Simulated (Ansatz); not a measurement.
# Zr5Al4: the cost of one run

Program: Ansatz 0.2.0. Level of theory: DFT PBEsol, scalar-relativistic, plane waves, PAW. These are calculated values, not measurements.

1 further run of the same task is left out (set aside as unsound or not needed).

## (1) The structure to begin with

The structure is hexagonal, space group P6_3/mcm (No. 193). The conventional cell has a = 8.460 Å, b = 8.460 Å, c = 5.793 Å, α = 90.00°, β = 90.00°, γ = 120.00°. Around Zr (site symmetry m2m) lie 7 Al at 2.85 to 2.97 Å. Around Zr (site symmetry 32) lie 2 Zr at 2.90 Å and 6 Al at 3.04 Å. Al (site symmetry m2m) is surrounded by 9 Zr at 2.85 to 3.04 Å. Al (site symmetry -3m) has 6 Zr at 2.85 Å and 2 Al at 2.90 Å as nearest neighbours.

As a file:

```
CELL_PARAMETERS angstrom
8.45952 0.00000 0.00000
-4.22976 7.32616 0.00000
0.00000 0.00000 5.79307
ATOMIC_POSITIONS crystal
Zr 0.29008 0.29008 0.75000
Zr 0.00000 0.70992 0.75000
Zr 0.00000 0.29008 0.25000
Zr 0.70992 0.00000 0.75000
Zr 0.33333 0.66667 0.50000
Zr 0.70992 0.70992 0.25000
Zr 0.29008 0.00000 0.25000
Zr 0.66667 0.33333 0.50000
Zr 0.66667 0.33333 0.00000
Zr 0.33333 0.66667 0.00000
Al 0.00000 0.63006 0.25000
Al 0.36994 0.36994 0.25000
Al 0.63006 0.00000 0.25000
Al 0.00000 0.00000 0.00000
Al 0.36994 0.00000 0.75000
Al 0.63006 0.63006 0.75000
Al 0.00000 0.00000 0.50000
Al 0.00000 0.36994 0.75000
```

It goes back to an entry of the Materials Project, which need not be the stable form.

It is the result of an earlier relaxation at this level (volume 19.95 Å³/atom; gap on the mesh: none (metal)).

## (2) The cell under PBEsol

File input.yaml:

```yaml
crystal:
  lattice:
    - [8.4595218427, 0.0, 0.0]
    - [-4.2297609213, 7.3261608197, 0.0]
    - [0.0, 0.0, 5.7930674808]
  atoms:
    - { symbol: Zr, position: [0.2900771157, 0.2900771157, 0.75] }
    - { symbol: Zr, position: [0.0, 0.7099228843, 0.75] }
    - { symbol: Zr, position: [0.0, 0.2900771157, 0.25] }
    - { symbol: Zr, position: [0.7099228843, 0.0, 0.75] }
    - { symbol: Zr, position: [0.3333333333, 0.6666666667, 0.5] }
    - { symbol: Zr, position: [0.7099228843, 0.7099228843, 0.25] }
    - { symbol: Zr, position: [0.2900771157, 0.0, 0.25] }
    - { symbol: Zr, position: [0.6666666667, 0.3333333333, 0.5] }
    - { symbol: Zr, position: [0.6666666667, 0.3333333333, 0.0] }
    - { symbol: Zr, position: [0.3333333333, 0.6666666667, 0.0] }
    - { symbol: Al, position: [0.0, 0.6300574729, 0.25] }
    - { symbol: Al, position: [0.3699425271, 0.3699425271, 0.25] }
    - { symbol: Al, position: [0.6300574729, 0.0, 0.25] }
    - { symbol: Al, position: [0.0, 0.0, 0.0] }
    - { symbol: Al, position: [0.3699425271, 0.0, 0.75] }
    - { symbol: Al, position: [0.6300574729, 0.6300574729, 0.75] }
    - { symbol: Al, position: [0.0, 0.0, 0.5] }
    - { symbol: Al, position: [0.0, 0.3699425271, 0.75] }
basis:
  ecutwfc: 420
kpoints:
  mp_grid: { grid: [6, 6, 6] }
hamiltonian:
  xc: pbesol
scf:
  occupations: { method: gaussian, width: 0.1 }
output:
  forces: true
  stress: true
  eigenvalues: true
relax:
  adjacent_minimum: "off"
  f_tol: 0.005
  max_steps: 50
  cell: { stress_tol: 0.05 }
```

Launch:

```sh
$ ansatz run input.yaml --threads 8 --pin off --max-ram 22528MiB --backend cpu --events-out ev --progress --plain --runs-dir out
```

**Question.** How long does this run take on 8 threads of Arm Neoverse V1, shared host, and how much memory does it need?

About 69 s, with a peak of 2.2 GiB.
